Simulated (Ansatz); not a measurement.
Born–Oppenheimer molecular dynamics of a periodic cell of 23 atoms, Na7Fe4O12 (host Na2FeO3, host structure C2/m, one Na atom removed), cell charge -1. It starts from an unrelaxed structure (largest force component 1.64 eV/Å).

Theory: Ansatz, DFT PBEsol, scalar-relativistic, plane waves, PAW. Settings: accuracy low, cutoff 420 eV, k mesh 1x1x2, fermi-dirac smearing 0.05 eV, spin collinear.

| Quantity | Value |
| --- | --- |
| ensemble | NVE (velocity Verlet) |
| time step | 1.5 fs |
| steps asked | 60 |
| starting velocities drawn for | 1400 K |
| seed | 774645 |

Frames 3 fs apart, positions in Å, forces in eV/Å.

Velocities at 45.0 fs (Å/ps):

```
Na -12.34 -0.94 3.40
Na -3.71 5.00 -1.57
Na 0.79 -7.37 -3.25
Fe 8.18 1.84 -1.57
Fe 1.65 3.28 -3.81
O -0.43 -4.81 -7.36
O 11.13 -2.58 12.06
O 2.99 -3.12 3.86
O 3.65 5.10 8.40
O 1.83 -2.04 -16.29
O -2.58 10.33 -2.53
Na -6.93 -1.60 2.48
Na 1.70 -5.36 -0.82
Na 6.57 1.88 -2.56
Na -10.79 -3.14 -0.20
Fe -0.48 -2.79 1.24
Fe 0.16 -4.31 0.41
O -3.47 6.38 1.83
O -3.86 7.37 1.50
O -6.24 8.79 6.50
O 2.90 -0.58 12.00
O -2.83 -2.50 -0.86
O -0.76 1.14 -2.47
```

```xyz
23
Lattice="0.8406 4.6435 5.4199 0.8406 -4.6435 5.4199 5.3488 0.0000 0.0000" Properties=species:S:1:pos:R:3:forces:R:3 time_fs=45.0 energy_less_start_eV=1.845 T=752
Na 4.685 0.051 2.782 -1.07 0.00 -0.11
Na 3.070 1.633 5.953 1.65 -0.14 -2.27
Na 3.664 -1.313 5.396 -0.40 -0.84 -0.16
Fe 1.832 1.651 2.731 0.48 0.27 0.30
Fe 1.789 -1.619 2.679 1.17 0.66 -0.51
O 1.254 -0.235 1.610 -0.64 -0.03 0.69
O 2.528 0.068 3.774 -0.51 -0.10 0.00
O 5.237 -2.051 3.833 0.80 0.88 0.18
O 5.556 2.005 3.758 0.24 -0.70 -0.57
O 4.268 -2.821 7.110 -0.12 0.60 0.97
O 4.393 2.955 7.041 -0.90 -1.35 1.98
Na 0.834 -0.086 5.093 -0.32 0.19 0.96
Na 2.596 -0.224 8.163 0.00 0.67 -0.02
Na 1.102 -3.497 5.527 0.18 0.92 -0.58
Na 0.332 3.477 5.564 0.55 -0.78 -0.90
Fe 5.286 1.490 8.085 -0.74 1.34 -1.17
Fe 5.249 -1.480 8.096 -0.02 -0.49 0.59
O 4.652 -0.018 7.030 -0.58 -0.26 -0.36
O 5.883 0.056 8.933 0.55 -1.19 1.30
O 2.826 2.964 3.968 1.07 -0.51 -1.74
O 2.626 -3.027 3.582 0.36 1.12 -0.24
O 1.414 1.722 6.948 -1.48 -0.08 1.63
O 1.636 -1.823 6.986 -0.29 -0.17 0.05
23
Lattice="0.8406 4.6435 5.4199 0.8406 -4.6435 5.4199 5.3488 0.0000 0.0000" Properties=species:S:1:pos:R:3:forces:R:3 time_fs=48.0 energy_less_start_eV=1.982 T=704
Na 4.646 0.049 2.792 -0.80 0.02 -0.18
Na 3.062 1.648 5.944 1.56 -0.18 -2.23
Na 3.665 -1.337 5.385 -0.42 -0.77 -0.14
Fe 1.857 1.656 2.727 0.34 0.30 0.43
Fe 1.795 -1.608 2.667 1.26 0.46 -0.26
O 1.251 -0.250 1.590 -0.61 -0.05 0.93
O 2.560 0.060 3.810 -0.78 0.07 -0.23
O 5.248 -2.058 3.845 0.76 0.88 -0.05
O 5.568 2.019 3.782 0.12 -0.72 -0.87
O 4.273 -2.826 7.064 -0.12 0.62 1.33
O 4.383 2.983 7.039 -1.09 -1.53 2.19
Na 0.812 -0.090 5.102 -0.17 0.19 0.86
Na 2.601 -0.239 8.160 -0.09 0.89 -0.01
Na 1.122 -3.490 5.518 0.16 0.83 -0.58
Na 0.301 3.466 5.562 0.68 -0.61 -0.98
Fe 5.284 1.483 8.088 -0.73 1.62 -1.05
Fe 5.250 -1.493 8.097 0.02 -0.10 0.58
O 4.640 0.000 7.035 -0.51 -0.45 -0.33
O 5.873 0.075 8.941 0.63 -1.65 1.24
O 2.811 2.989 3.982 1.26 -0.76 -1.82
O 2.635 -3.025 3.617 0.26 1.26 -0.64
O 1.401 1.714 6.950 -1.40 -0.08 1.60
O 1.633 -1.820 6.979 -0.32 -0.25 0.20
23
Lattice="0.8406 4.6435 5.4199 0.8406 -4.6435 5.4199 5.3488 0.0000 0.0000" Properties=species:S:1:pos:R:3:forces:R:3 time_fs=51.0 energy_less_start_eV=2.004 T=696
Na 4.604 0.046 2.801 -0.52 0.05 -0.23
Na 3.060 1.662 5.926 1.29 -0.22 -2.07
Na 3.665 -1.363 5.375 -0.44 -0.68 -0.13
Fe 1.883 1.663 2.723 0.27 0.22 0.59
Fe 1.803 -1.597 2.655 1.26 0.31 0.04
O 1.245 -0.265 1.575 -0.59 -0.05 1.04
O 2.588 0.052 3.845 -1.01 0.22 -0.38
O 5.264 -2.060 3.856 0.69 0.84 -0.29
O 5.580 2.028 3.801 -0.10 -0.70 -1.03
O 4.277 -2.827 7.026 0.00 0.63 1.52
O 4.367 3.002 7.049 -1.15 -1.59 2.19
Na 0.790 -0.094 5.114 -0.04 0.19 0.77
Na 2.605 -0.251 8.158 -0.18 1.08 -0.02
Na 1.143 -3.479 5.507 0.12 0.74 -0.56
Na 0.272 3.453 5.556 0.73 -0.47 -0.94
Fe 5.281 1.478 8.089 -0.68 1.70 -0.76
Fe 5.250 -1.506 8.100 0.02 0.17 0.55
O 4.626 0.016 7.038 -0.42 -0.56 -0.27
O 5.866 0.085 8.956 0.63 -1.85 1.09
O 2.802 3.009 3.987 1.40 -0.96 -1.78
O 2.646 -3.017 3.649 0.19 1.28 -0.95
O 1.381 1.706 6.961 -1.09 -0.08 1.36
O 1.628 -1.818 6.972 -0.39 -0.26 0.28
23
Lattice="0.8406 4.6435 5.4199 0.8406 -4.6435 5.4199 5.3488 0.0000 0.0000" Properties=species:S:1:pos:R:3:forces:R:3 time_fs=54.0 energy_less_start_eV=1.894 T=735
Na 4.560 0.043 2.810 -0.22 0.08 -0.28
Na 3.063 1.675 5.901 0.93 -0.26 -1.83
Na 3.664 -1.393 5.364 -0.46 -0.59 -0.13
Fe 1.908 1.669 2.720 0.14 0.13 0.73
Fe 1.813 -1.586 2.643 1.15 0.15 0.43
O 1.235 -0.280 1.565 -0.58 -0.01 1.02
O 2.610 0.046 3.878 -1.20 0.36 -0.47
O 5.283 -2.058 3.866 0.61 0.78 -0.51
O 5.591 2.034 3.814 -0.30 -0.68 -1.12
O 4.282 -2.825 6.995 0.14 0.59 1.64
O 4.344 3.012 7.070 -1.02 -1.55 1.96
Na 0.768 -0.097 5.130 0.07 0.17 0.67
Na 2.609 -0.258 8.155 -0.27 1.23 -0.04
Na 1.164 -3.466 5.494 0.08 0.65 -0.53
Na 0.246 3.438 5.546 0.67 -0.35 -0.79
Fe 5.277 1.476 8.089 -0.60 1.55 -0.31
Fe 5.251 -1.520 8.103 0.06 0.37 0.51
O 4.609 0.029 7.039 -0.30 -0.60 -0.18
O 5.863 0.084 8.976 0.52 -1.77 0.81
O 2.801 3.025 3.982 1.50 -1.11 -1.69
O 2.659 -3.002 3.675 0.16 1.20 -1.17
O 1.355 1.698 6.978 -0.66 -0.08 0.93
O 1.621 -1.818 6.968 -0.44 -0.25 0.34
23
Lattice="0.8406 4.6435 5.4199 0.8406 -4.6435 5.4199 5.3488 0.0000 0.0000" Properties=species:S:1:pos:R:3:forces:R:3 time_fs=57.0 energy_less_start_eV=1.697 T=803
Na 4.515 0.041 2.817 0.10 0.10 -0.32
Na 3.069 1.687 5.869 0.59 -0.30 -1.56
Na 3.660 -1.424 5.352 -0.46 -0.49 -0.13
Fe 1.934 1.676 2.719 -0.06 0.06 0.83
Fe 1.824 -1.574 2.631 0.89 -0.03 0.91
O 1.222 -0.295 1.561 -0.59 0.09 0.88
O 2.625 0.042 3.908 -1.34 0.51 -0.50
O 5.305 -2.051 3.874 0.51 0.73 -0.66
O 5.601 2.036 3.821 -0.43 -0.70 -1.16
O 4.287 -2.819 6.973 0.21 0.48 1.74
O 4.316 3.014 7.103 -0.68 -1.43 1.46
Na 0.747 -0.100 5.148 0.16 0.15 0.57
Na 2.612 -0.260 8.152 -0.35 1.34 -0.05
Na 1.185 -3.450 5.479 0.03 0.54 -0.49
Na 0.223 3.421 5.534 0.56 -0.24 -0.55
Fe 5.271 1.476 8.089 -0.56 1.18 0.26
Fe 5.252 -1.532 8.108 0.18 0.56 0.45
O 4.590 0.038 7.039 -0.17 -0.59 -0.06
O 5.862 0.074 9.002 0.33 -1.48 0.44
O 2.808 3.034 3.969 1.56 -1.21 -1.57
O 2.671 -2.981 3.695 0.14 1.03 -1.28
O 1.326 1.689 7.001 -0.17 -0.07 0.38
O 1.612 -1.819 6.965 -0.46 -0.21 0.41
23
Lattice="0.8406 4.6435 5.4199 0.8406 -4.6435 5.4199 5.3488 0.0000 0.0000" Properties=species:S:1:pos:R:3:forces:R:3 time_fs=60.0 energy_less_start_eV=1.486 T=877
Na 4.471 0.039 2.824 0.42 0.11 -0.36
Na 3.077 1.698 5.831 0.31 -0.35 -1.29
Na 3.655 -1.457 5.340 -0.44 -0.38 -0.13
Fe 1.960 1.683 2.718 -0.34 0.00 0.89
Fe 1.837 -1.562 2.621 0.40 -0.22 1.52
O 1.207 -0.309 1.562 -0.59 0.24 0.66
O 2.634 0.040 3.936 -1.43 0.63 -0.51
O 5.330 -2.041 3.877 0.39 0.68 -0.75
O 5.609 2.034 3.822 -0.50 -0.72 -1.14
O 4.293 -2.811 6.961 0.24 0.34 1.76
O 4.285 3.008 7.143 -0.10 -1.25 0.73
Na 0.725 -0.101 5.168 0.23 0.12 0.48
Na 2.614 -0.258 8.149 -0.41 1.38 -0.05
Na 1.207 -3.433 5.462 -0.02 0.43 -0.44
Na 0.201 3.404 5.519 0.45 -0.15 -0.27
Fe 5.265 1.478 8.089 -0.60 0.72 0.89
Fe 5.252 -1.544 8.113 0.37 0.73 0.37
O 4.570 0.045 7.039 -0.03 -0.54 0.07
O 5.864 0.057 9.029 0.11 -1.10 0.03
O 2.823 3.037 3.946 1.55 -1.24 -1.41
O 2.685 -2.954 3.708 0.12 0.78 -1.27
O 1.296 1.679 7.026 0.34 -0.06 -0.24
O 1.600 -1.821 6.965 -0.46 -0.15 0.45
23
Lattice="0.8406 4.6435 5.4199 0.8406 -4.6435 5.4199 5.3488 0.0000 0.0000" Properties=species:S:1:pos:R:3:forces:R:3 time_fs=63.0 energy_less_start_eV=1.329 T=932
Na 4.428 0.038 2.828 0.74 0.12 -0.39
Na 3.087 1.708 5.788 0.11 -0.38 -1.02
Na 3.648 -1.492 5.328 -0.39 -0.24 -0.12
Fe 1.986 1.689 2.719 -0.68 -0.08 0.90
Fe 1.851 -1.551 2.614 -0.38 -0.39 2.22
O 1.188 -0.323 1.566 -0.58 0.41 0.40
O 2.634 0.042 3.960 -1.46 0.72 -0.50
O 5.357 -2.026 3.877 0.27 0.63 -0.77
O 5.614 2.028 3.816 -0.52 -0.75 -1.05
O 4.301 -2.801 6.958 0.22 0.17 1.70
O 4.253 2.995 7.186 0.73 -1.03 -0.22
Na 0.705 -0.103 5.189 0.29 0.09 0.39
Na 2.615 -0.250 8.146 -0.46 1.35 -0.04
Na 1.228 -3.413 5.444 -0.08 0.33 -0.39
Na 0.182 3.386 5.503 0.36 -0.07 -0.01
Fe 5.258 1.481 8.090 -0.72 0.26 1.47
Fe 5.254 -1.554 8.118 0.62 0.89 0.25
O 4.551 0.048 7.040 0.10 -0.46 0.18
O 5.866 0.033 9.056 -0.07 -0.69 -0.35
O 2.847 3.034 3.916 1.44 -1.18 -1.18
O 2.700 -2.922 3.715 0.07 0.44 -1.13
O 1.267 1.669 7.050 0.82 -0.05 -0.83
O 1.586 -1.824 6.966 -0.42 -0.07 0.47
23
Lattice="0.8406 4.6435 5.4199 0.8406 -4.6435 5.4199 5.3488 0.0000 0.0000" Properties=species:S:1:pos:R:3:forces:R:3 time_fs=66.0 energy_less_start_eV=1.261 T=956
Na 4.388 0.037 2.832 1.02 0.12 -0.41
Na 3.097 1.717 5.742 -0.02 -0.41 -0.75
Na 3.640 -1.527 5.315 -0.32 -0.09 -0.08
Fe 2.010 1.696 2.721 -1.09 -0.19 0.87
Fe 1.864 -1.540 2.610 -1.45 -0.46 2.91
O 1.165 -0.334 1.573 -0.53 0.54 0.14
O 2.627 0.048 3.982 -1.43 0.76 -0.51
O 5.386 -2.009 3.873 0.14 0.57 -0.74
O 5.616 2.018 3.805 -0.47 -0.77 -0.89
O 4.310 -2.790 6.965 0.18 -0.01 1.53
O 4.225 2.977 7.229 1.75 -0.79 -1.29
Na 0.685 -0.104 5.213 0.33 0.07 0.32
Na 2.613 -0.238 8.143 -0.49 1.27 -0.01
Na 1.249 -3.393 5.423 -0.15 0.22 -0.32
Na 0.164 3.368 5.488 0.32 -0.01 0.22
Fe 5.250 1.485 8.094 -0.81 -0.13 1.87
Fe 5.256 -1.564 8.124 0.96 1.04 0.06
O 4.532 0.049 7.041 0.21 -0.37 0.27
O 5.867 0.005 9.082 -0.19 -0.31 -0.65
O 2.878 3.023 3.880 1.19 -1.03 -0.84
O 2.714 -2.888 3.715 0.00 0.03 -0.85
O 1.243 1.659 7.069 1.21 -0.05 -1.30
O 1.569 -1.828 6.971 -0.35 0.01 0.45
23
Lattice="0.8406 4.6435 5.4199 0.8406 -4.6435 5.4199 5.3488 0.0000 0.0000" Properties=species:S:1:pos:R:3:forces:R:3 time_fs=69.0 energy_less_start_eV=1.268 T=954
Na 4.352 0.036 2.833 1.25 0.10 -0.42
Na 3.107 1.724 5.692 -0.10 -0.43 -0.47
Na 3.631 -1.563 5.301 -0.22 0.08 0.01
Fe 2.033 1.702 2.725 -1.56 -0.35 0.79
Fe 1.874 -1.530 2.610 -2.56 -0.40 3.40
O 1.140 -0.342 1.580 -0.40 0.61 -0.05
O 2.612 0.057 4.002 -1.33 0.75 -0.53
O 5.415 -1.988 3.864 0.02 0.48 -0.66
O 5.616 2.004 3.790 -0.38 -0.77 -0.68
O 4.320 -2.780 6.979 0.10 -0.21 1.25
O 4.206 2.955 7.265 2.66 -0.56 -2.27
Na 0.667 -0.105 5.237 0.36 0.05 0.26
Na 2.610 -0.220 8.140 -0.50 1.13 0.02
Na 1.270 -3.371 5.402 -0.22 0.12 -0.24
Na 0.146 3.350 5.473 0.33 0.02 0.40
Fe 5.241 1.488 8.100 -0.76 -0.42 1.96
Fe 5.260 -1.571 8.130 1.41 1.18 -0.23
O 4.513 0.048 7.044 0.31 -0.27 0.33
O 5.868 -0.024 9.104 -0.25 0.04 -0.84
O 2.916 3.008 3.838 0.77 -0.78 -0.37
O 2.729 -2.855 3.711 -0.10 -0.42 -0.48
O 1.226 1.649 7.081 1.40 -0.07 -1.55
O 1.551 -1.831 6.978 -0.25 0.10 0.38
```

Of the whole run (90 fs, mean temperature of the second half 854 K): The conserved energy stayed within 0.22 meV per atom of its start (net change -0.0059 meV per atom), so the integration is sound. A run of 0.09 ps of so small a system gives no equilibrium averages. No Hubbard correction was used and the magnetic state wasn't searched. Limits of this set-up: coarse k mesh, low accuracy level, charged cell in a uniform background, uncorrected.

Run time: 18 min on 1 thread of Arm Neoverse V2, with other jobs on the host, peak memory 0.83 GiB.
